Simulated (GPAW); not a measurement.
Runs of GPAW 26.7.0 on PmO. Symmetry: Fm-3m, No. 225, cubic system. Conventional cell: a = 4.771 Å, b = 4.771 Å, c = 4.771 Å, α = 90.00°, β = 90.00°, γ = 90.00°. Pm (site symmetry m-3m) is surrounded by 6 O at 2.39 Å. O (site symmetry m-3m) has 6 Pm at 2.39 Å as nearest neighbours. The cell comes from a database or a generator and needn't be the stable form of this composition.

| spin | U | fixed moment (μB) | gap on the mesh (eV) | pressure (GPa) | moment (μB) |
| --- | --- | --- | --- | --- | --- |
| collinear, zero start | Pm f U = 4 eV | - | none | (a) | 0.00 |
| collinear, ferromagnetic start | Pm f U = 8 eV | 4.0 | - | (b) | 4.00 |
| off | Pm f U = 8 eV | - | none | 27.6 | - |
| collinear, ferromagnetic start | Pm f U = 4 eV | 4.0 | - | 22.8 | 4.00 |

Alike in all rows: task single point; level r2SCAN+U; potentials or basis GPAW PAW data sets (gpaw-data 1.2.1), pw; cell as given; k mesh 7 × 7 × 7; cutoff (eV) 800; smearing gaussian 0.05 eV.

Q: Estimate the missing entries.

A: (a) 20.8; (b) 26.9.

Caveats: one-centre terms of the f shell are cut off; the PAW data sets were made with another functional, which shifts forces and pressure a little; the magnetic or orbital state may not be the lowest (some runs); spin-orbit coupling is left out, which moves the levels of the heavy elements (some runs); the total moment is fixed, so each spin has its own Fermi level (some runs); the run has no moments, though such compounds are often magnetic (some runs); a magnetic state may lie lower (some runs).

A k mesh can miss the band edges, and the runs leave out spin-orbit coupling on Pm.

A gap of «none» marks a metal or a gap under the smearing width.
